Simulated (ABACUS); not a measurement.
# InSb3 (Pm-3m) in ABACUS: equation of state

How stiff is InSb3 in PBEsol, and what volume does it want? The cell is scaled to several volumes.

Everything below comes from runs of ABACUS 3.10.1. Logs are shortened: lines on timing, memory, paths and dates and some standing lists are left out, and cuts for length are marked.

### Step 1. The crystal as given

The structure is cubic, space group Pm-3m (No. 221). Conventional cell: a = 4.806 Å, b = 4.806 Å, c = 4.806 Å, α = 90.00°, β = 90.00°, γ = 90.00°. Around Sb (site symmetry 4/mmm) lie 8 Sb at 3.40 Å and 4 In at 3.40 Å. In (site symmetry m-3m) has 12 Sb at 3.40 Å as nearest neighbours.

The cell comes from a database or a generator and needn't be the stable form of this composition.

### Step 2. Equation of state, PBEsol, 26.09 Å³/atom (volume scaled by 0.94)

Contents of INPUT:

```
INPUT_PARAMETERS
suffix              InSb3
calculation         scf
basis_type          pw
pseudo_dir          ./
symmetry            1
dft_functional      pbesol
ecutwfc             81
pseudo_rcut         7
nspin               1
nbands              35
ks_solver           dav
smearing_method     fd
smearing_sigma      0.00367493
scf_thr             1e-08
scf_nmax            100
mixing_type         broyden
mixing_beta         0.7
cal_force           1
cal_stress          1
kpar                4
```

Contents of STRU:

```
ATOMIC_SPECIES
Sb 121.7600 Sb.upf
In 114.8180 In.upf

LATTICE_CONSTANT
1.8897261246

LATTICE_VECTORS
4.7082503466 0.0000000000 0.0000000000
0.0000000000 4.7082503466 0.0000000000
0.0000000000 0.0000000000 4.7082503466

ATOMIC_POSITIONS
Direct

Sb
0.0
3
0.5000000000 0.5000000000 0.0000000000 1 1 1
0.0000000000 0.5000000000 0.5000000000 1 1 1
0.5000000000 0.0000000000 0.5000000000 1 1 1

In
0.0
1
0.0000000000 0.0000000000 0.0000000000 1 1 1
```

Contents of KPT:

```
K_POINTS
0
Gamma
6 6 6 0 0 0
```

Potentials or basis: PseudoDojo NC SR 0.4.1 PBEsol standard, plane waves.

Command:

```bash
> OMP_NUM_THREADS=1 mpirun -np 4 abacus > log
```

running log:

```text
ABACUS v3.10.1

               Atomic-orbital Based Ab-initio Computation at UStc

 ------------------------------------------------------------------------------------

 READING GENERAL INFORMATION
                           global_out_dir = OUT.InSb3/
                           global_in_card = INPUT
                               pseudo_dir = ./
                              orbital_dir =
                                    DSIZE = 4
                                    GSIZE = 1

 READING UNITCELL INFORMATION
                                    ntype = 2
                  lattice constant (Bohr) = 1.88973
              lattice constant (Angstrom) = 1

 READING ATOM TYPE 1
                               atom label = Sb
                      L=0, number of zeta = 1
                      L=1, number of zeta = 1
                      L=2, number of zeta = 1
             number of atom for this type = 3

 READING ATOM TYPE 2
                               atom label = In
                      L=0, number of zeta = 1
                      L=1, number of zeta = 1
                      L=2, number of zeta = 1
             number of atom for this type = 1

                        TOTAL ATOM NUMBER = 4
DIRECT COORDINATES
    atom                   x                   y                   z     mag                  vx                  vy                  vz
taud_Sb1            0.5000000000        0.5000000000        0.0000000000  0.0000        0.0000000000        0.0000000000        0.0000000000
taud_Sb2            0.0000000000        0.5000000000        0.5000000000  0.0000        0.0000000000        0.0000000000        0.0000000000
taud_Sb3            0.5000000000        0.0000000000        0.5000000000  0.0000        0.0000000000        0.0000000000        0.0000000000
taud_In1            0.0000000000        0.0000000000        0.0000000000  0.0000        0.0000000000        0.0000000000        0.0000000000

                          Volume (Bohr^3) = 704.328
                             Volume (A^3) = 104.371

 Lattice vectors: (Cartesian coordinate: in unit of a_0)
             +4.70825                  +0                  +0
                   +0            +4.70825                  +0
                   +0                  +0            +4.70825
 Reciprocal vectors: (Cartesian coordinate: in unit of 2 pi/a_0)
            +0.212393                  -0                  +0
                   -0           +0.212393                  -0
                   +0                  -0           +0.212393
 The esolver type has been set to : ksdft_pw

                PAO radial cut off (Bohr) = 7

 Read in pseudopotential file is Sb.upf
                     pseudopotential type = NC
          exchange-correlation functional = PBESOL
                 nonlocal core correction = 1
                        valence electrons = 15
                                     lmax = 2
                           number of zeta = 3
                     number of projectors = 6
                           L of projector = 0
[... 5 lines left out ...]
                PAO radial cut off (Bohr) = 7

 Read in pseudopotential file is In.upf
                     pseudopotential type = NC
          exchange-correlation functional = PBESOL
                 nonlocal core correction = 1
                        valence electrons = 13
                                     lmax = 2
                           number of zeta = 3
                     number of projectors = 6
                           L of projector = 0
                           L of projector = 0
                           L of projector = 1
                           L of projector = 1
                           L of projector = 2
                           L of projector = 2
     initial pseudo atomic orbital number = 36

 SETUP THE ELECTRONS NUMBER
            electron number of element Sb = 15
      total electron number of element Sb = 45
            electron number of element In = 13
      total electron number of element In = 13
            AUTOSET number of electrons:  = 58
                           occupied bands = 29
                                   NBANDS = 35
                                   NLOCAL = 36

%%%%%%%%%%%%%%%%%%%%%%%%%%%%%%%%%%%%%%%%%%%%%%%%%%%%%%%%%%%%%%%%%%%%%%%%%%%%%%%%%%%%%%%%%%%%%%%%%%%%%%%%%%
 Warning: the number of valence electrons in pseudopotential > 5 for Sb: [Kr] 4d10 5s2 5p3
 Warning: the number of valence electrons in pseudopotential > 3 for In: [Kr] 4d10 5s2 5p1
 Pseudopotentials with additional electrons can yield (more) accurate outcomes, but may be less efficient.
 If you're confident that your chosen pseudopotential is appropriate, you can safely ignore this warning.
%%%%%%%%%%%%%%%%%%%%%%%%%%%%%%%%%%%%%%%%%%%%%%%%%%%%%%%%%%%%%%%%%%%%%%%%%%%%%%%%%%%%%%%%%%%%%%%%%%%%%%%%%%

 SETUP THE PLANE WAVE BASIS
 energy cutoff for charge/potential (unit:Ry) = 324
            fft grid for charge/potential = [ 54, 54, 54 ]
                        fft grid division = [ 1, 1, 1 ]
        big fft grid for charge/potential = [ 54, 54, 54 ]
                                     nbxx = 157464
                                     nrxx = 157464

[... 56 lines left out ...]
                     BRAVAIS LATTICE NAME = 01. Cubic P (simple)
                                    ibrav = 1
                       right hand lattice = 1
(for k-lattice: )
                             BRAVAIS TYPE = 1
                     BRAVAIS LATTICE NAME = 01. Cubic P (simple)
                                    ibrav = 1
                       right hand lattice = 1
                        ROTATION MATRICES = 48
                               nkstot_ibz = 20
K-POINTS REDUCTION ACCORDING TO SYMMETRY
     IBZ    DIRECT_X    DIRECT_Y    DIRECT_Z  WEIGHT  ibz2bz
       1  0.00000000  0.00000000  0.00000000  0.0046       0
       2  0.16666667  0.00000000  0.00000000  0.0278       1
       3  0.33333333  0.00000000  0.00000000  0.0278       2
       4  0.50000000  0.00000000  0.00000000  0.0139       3
       5  0.16666667  0.16666667  0.00000000  0.0556       7
       6  0.33333333  0.16666667  0.00000000  0.1111       8
[... 12 lines left out ...]
      19  0.50000000  0.50000000  0.33333333  0.0278      93
      20  0.50000000  0.50000000  0.50000000  0.0046     129

                               nkstot now = 20
[... K-POINTS DIRECT COORDINATES: 20 rows ...]

           k-point number in this process = 5
       minimum distributed K point number = 5
[... stars of the k points ...]

[... K-POINTS CARTESIAN COORDINATES: 5 rows ...]

[... K-POINTS DIRECT COORDINATES: 5 rows ...]

 SETUP PLANE WAVES FOR WAVE FUNCTIONS
     energy cutoff for wavefunc (unit:Ry) = 81
              fft grid for wave functions = [ 54, 54, 54 ]
                    number of plane waves = 9771
                         number of sticks = 553

 PARALLEL PW FOR WAVE FUNCTIONS
     PROC   COLUMNS(POT)             PW
        1            553           9771
 --------------- sum -------------------
        1            553           9771

 SETUP NONLOCAL PSEUDOPOTENTIALS IN PLANE WAVE BASIS
 Sb non-local projectors:
 projector 1 L=0
 projector 2 L=0
 projector 3 L=1
 projector 4 L=1
 projector 5 L=2
 projector 6 L=2
 In non-local projectors:
 projector 1 L=0
 projector 2 L=0
 projector 3 L=1
 projector 4 L=1
 projector 5 L=2
 projector 6 L=2
      TOTAL NUMBER OF NONLOCAL PROJECTORS = 72

 Init Non-Local PseudoPotential table :
 Init Non-Local-Pseudopotential done.

                                     npwx = 8722

 Make real space PAO into reciprocal space.
       max mesh points in Pseudopotential = 701
     dq(describe PAO in reciprocal space) = 0.01
                                    max q = 1084

 number of pseudo atomic orbitals for Sb is 3
WARNING: norm of atomic wavefunction # 2 of atomic type Sb is 0.999934, renormalized
WARNING: norm of atomic wavefunction # 3 of atomic type Sb is 0.99707, renormalized

 number of pseudo atomic orbitals for In is 3
WARNING: norm of atomic wavefunction # 2 of atomic type In is 0.999327, renormalized
WARNING: norm of atomic wavefunction # 3 of atomic type In is 0.979853, renormalized

 -------------------------------------------
 SELF-CONSISTENT
 -------------------------------------------
                                 init_chg = atomic

 PW ALGORITHM --------------- ION=   1  ELEC=   1--------------------------------

 Notice: Threshold on eigenvalues was too large.
 hsover_error=0.58 > DRHO=0.0200531
 Origin diag ethr = 0.01
 New diag ethr = 3.45743e-05

 Density error is 0.0203820701373
                          Error Threshold = 3.45743122704e-05
----------------------------------------------------------
     Energy           Rydberg                 eV
----------------------------------------------------------
 E_KohnSham     -677.2455358097      -9214.3982320746
 E_Harris       -679.4380765881      -9244.2292797586
 E_Fermi        0.8866084995         12.0629274888
----------------------------------------------------------
[... 51 lines left out ...]
 Density error is 3.7730800832e-09
                          Error Threshold = 1.23811644237e-10
----------------------------------------------------------
     Energy           Rydberg                 eV
----------------------------------------------------------
 E_KohnSham     -677.2492573094      -9214.4488656754
 E_KS(sigma->0) -677.2484628358      -9214.4380563081
 E_Harris       -677.2487189675      -9214.4415411584
 E_band         -30.5262428832       -415.3308417432
 E_one_elec     -212.3128047021      -2888.6639023098
 E_Hartree      143.9618626969       1958.7016273715
 E_xc           -174.7614567733      -2377.7516028970
 E_Ewald        -434.1352695838      -5906.7133691054
 E_entropy(-TS) -0.0015889471        -0.0216187347
 E_descf        0.0000000000         0.0000000000
 E_exx          0.0000000000         0.0000000000
 E_Fermi        0.8833805242         12.0190086309
----------------------------------------------------------

 charge density convergence is achieved
 final etot is -9214.4488657 eV
 EFERMI = 12.019008631 eV

 STATE ENERGY(eV) AND OCCUPATIONS    NSPIN == 1
 1/5 kpoint (Cartesian) = 0.0000 0.0000 0.0000 (8709 pws)
       1       -17.2061     0.00925926
       2       -17.2061     0.00925926
       3       -17.2061     0.00925926
       4       -17.1913     0.00925926
       5       -17.1632     0.00925926
       6       -17.1632     0.00925926
[... 175 lines left out ...]
      34        16.7150    1.80491e-42
      35        17.3290    8.39486e-48

------------------------------------------------------------------------------------------
 TOTAL-FORCE (eV/Angstrom)
------------------------------------------------------------------------------------------
                       Sb1         0.0000000000         0.0000000000         0.0000000000
                       Sb2         0.0000000000         0.0000000000         0.0000000000
                       Sb3         0.0000000000         0.0000000000         0.0000000000
                       In1         0.0000000000         0.0000000000         0.0000000000
------------------------------------------------------------------------------------------

----------------------------------------------------------------
 TOTAL-STRESS (KBAR)
----------------------------------------------------------------
         7.1381930182         0.0000000000         0.0000000000
        -0.0000000000         7.1381930182        -0.0000000000
        -0.0000000000        -0.0000000000         7.1381930182
----------------------------------------------------------------
 TOTAL-PRESSURE: 7.138193 KBAR

 --------------------------------------------
 !FINAL_ETOT_IS -9214.4488656754074327 eV
 --------------------------------------------
```

Wall time 16 s (4 MPI ranks of Intel Xeon 6975P-C (Granite Rapids), shared host); peak memory 0.72 GiB.

What came out:

```
Free energy            : -9214.4489 eV
Pressure               : 0.7 GPa
Band gap on the k mesh : none (metal or under the smearing width)
```

### Step 3. Equation of state, PBEsol, 26.65 Å³/atom (volume scaled by 0.96)

INPUT is that of step 2.

Edit STRU of step 2 so:

```diff
@@ -8,5 +8,5 @@
 LATTICE_VECTORS
-4.7082503466 0.0000000000 0.0000000000
-0.0000000000 4.7082503466 0.0000000000
-0.0000000000 0.0000000000 4.7082503466
+4.7414081316 0.0000000000 0.0000000000
+0.0000000000 4.7414081316 0.0000000000
+0.0000000000 0.0000000000 4.7414081316
```

KPT is that of step 2.

Potentials or basis: PseudoDojo NC SR 0.4.1 PBEsol standard, plane waves.

Command:

```bash
> OMP_NUM_THREADS=1 mpirun -np 4 abacus > log
```

Run time: 16 s. Hardware: 4 MPI ranks of Intel Xeon 6975P-C (Granite Rapids), shared host; peak memory 0.76 GiB.

Results (log left out):

```
Free energy            : -9214.4505 eV
Pressure               : -0.6 GPa
Band gap on the k mesh : none (metal or under the smearing width)
```

### Step 4. Equation of state, PBEsol, 27.20 Å³/atom (volume scaled by 0.98)

INPUT is that of step 3.

Edit STRU of step 3 so:

```diff
@@ -8,5 +8,5 @@
 LATTICE_VECTORS
-4.7414081316 0.0000000000 0.0000000000
-0.0000000000 4.7414081316 0.0000000000
-0.0000000000 0.0000000000 4.7414081316
+4.7741085314 0.0000000000 0.0000000000
+0.0000000000 4.7741085314 0.0000000000
+0.0000000000 0.0000000000 4.7741085314
```

KPT is that of step 3.

Command:

```bash
> OMP_NUM_THREADS=1 mpirun -np 4 abacus > log
```

Wall time 17 s (4 MPI ranks of Intel Xeon 6975P-C (Granite Rapids), shared host); peak memory 0.76 GiB.

It converged, with:

* Free energy: -9214.4355 eV
* Pressure: -1.7 GPa
* Band gap on the k mesh: none (metal or under the smearing width)

### Step 5. Equation of state, PBEsol, 27.76 Å³/atom

INPUT is that of step 4.

Edit STRU of step 4 so:

```diff
@@ -8,5 +8,5 @@
 LATTICE_VECTORS
-4.7741085314 0.0000000000 0.0000000000
-0.0000000000 4.7741085314 0.0000000000
-0.0000000000 0.0000000000 4.7741085314
+4.8063670000 0.0000000000 0.0000000000
+0.0000000000 4.8063670000 0.0000000000
+0.0000000000 0.0000000000 4.8063670000
```

KPT is that of step 4.

Command:

```bash
> OMP_NUM_THREADS=1 mpirun -np 4 abacus > log
```

It took 17 s on 4 MPI ranks of Intel Xeon 6975P-C (Granite Rapids), shared host; peak memory 0.8 GiB.

Results (log left out):

* Free energy: -9214.4057 eV
* Pressure: -2.7 GPa
* Band gap on the k mesh: none (metal or under the smearing width)

### Step 6. Equation of state, PBEsol, 28.31 Å³/atom (volume scaled by 1.02)

INPUT is that of step 5.

Edit STRU of step 5 so:

```diff
@@ -8,5 +8,5 @@
 LATTICE_VECTORS
-4.8063670000 0.0000000000 0.0000000000
-0.0000000000 4.8063670000 0.0000000000
-0.0000000000 0.0000000000 4.8063670000
+4.8381981727 0.0000000000 0.0000000000
+0.0000000000 4.8381981727 0.0000000000
+0.0000000000 0.0000000000 4.8381981727
```

KPT is that of step 5.

Potentials or basis: PseudoDojo NC SR 0.4.1 PBEsol standard, plane waves.

Command:

```bash
> OMP_NUM_THREADS=1 mpirun -np 4 abacus > log
```

Run time: 17 s. Hardware: 4 MPI ranks of Intel Xeon 6975P-C (Granite Rapids), shared host; peak memory 0.8 GiB.

It converged, with:

```
Free energy            : -9214.3629 eV
Pressure               : -3.6 GPa
Band gap on the k mesh : none (metal or under the smearing width)
```

### Step 7. Equation of state, PBEsol, 28.87 Å³/atom (volume scaled by 1.04)

INPUT is that of step 6.

Edit STRU of step 6 so:

```diff
@@ -8,5 +8,5 @@
 LATTICE_VECTORS
-4.8381981727 0.0000000000 0.0000000000
-0.0000000000 4.8381981727 0.0000000000
-0.0000000000 0.0000000000 4.8381981727
+4.8696159243 0.0000000000 0.0000000000
+0.0000000000 4.8696159243 0.0000000000
+0.0000000000 0.0000000000 4.8696159243
```

KPT is that of step 6.

Command:

```bash
> OMP_NUM_THREADS=1 mpirun -np 4 abacus > log
```

It took 17 s on 4 MPI ranks of Intel Xeon 6975P-C (Granite Rapids), shared host; peak memory 0.8 GiB.

Results (log left out):

| Property | Result |
| --- | --- |
| Free energy | -9214.3086 eV |
| Pressure | -4.3 GPa |
| Band gap on the k mesh | none (metal or under the smearing width) |

### Step 8. Equation of state, PBEsol, 29.42 Å³/atom (volume scaled by 1.06)

INPUT is that of step 7.

Edit STRU of step 7 so:

```diff
@@ -8,5 +8,5 @@
 LATTICE_VECTORS
-4.8696159243 0.0000000000 0.0000000000
-0.0000000000 4.8696159243 0.0000000000
-0.0000000000 0.0000000000 4.8696159243
+4.9006334225 0.0000000000 0.0000000000
+0.0000000000 4.9006334225 0.0000000000
+0.0000000000 0.0000000000 4.9006334225
```

KPT is that of step 7.

Command:

```bash
> OMP_NUM_THREADS=1 mpirun -np 4 abacus > log
```

Wall time 17 s (4 MPI ranks of Intel Xeon 6975P-C (Granite Rapids), shared host); peak memory 0.8 GiB.

It converged, with:

- Free energy: -9214.2445 eV
- Pressure: -5.0 GPa
- Band gap on the k mesh: none (metal or under the smearing width)

### Step 9. Equation of state, PBEsol

Potentials or basis: PseudoDojo NC SR 0.4.1 PBEsol standard, plane waves.

No new run: the results of the series are fitted here.

Results:

* Equilibrium volume: 26.42 Å³/atom
* Bulk modulus: 61 GPa
* Pressure derivative of the bulk modulus: 5.1

Energy against volume, from the lowest point:
```
volume (Å³/atom)  energy (meV/atom)
          26.093               0.41
          26.648               0.00
          27.203               3.75
          27.758              11.20
          28.313              21.90
          28.868              35.46
          29.424              51.49
```
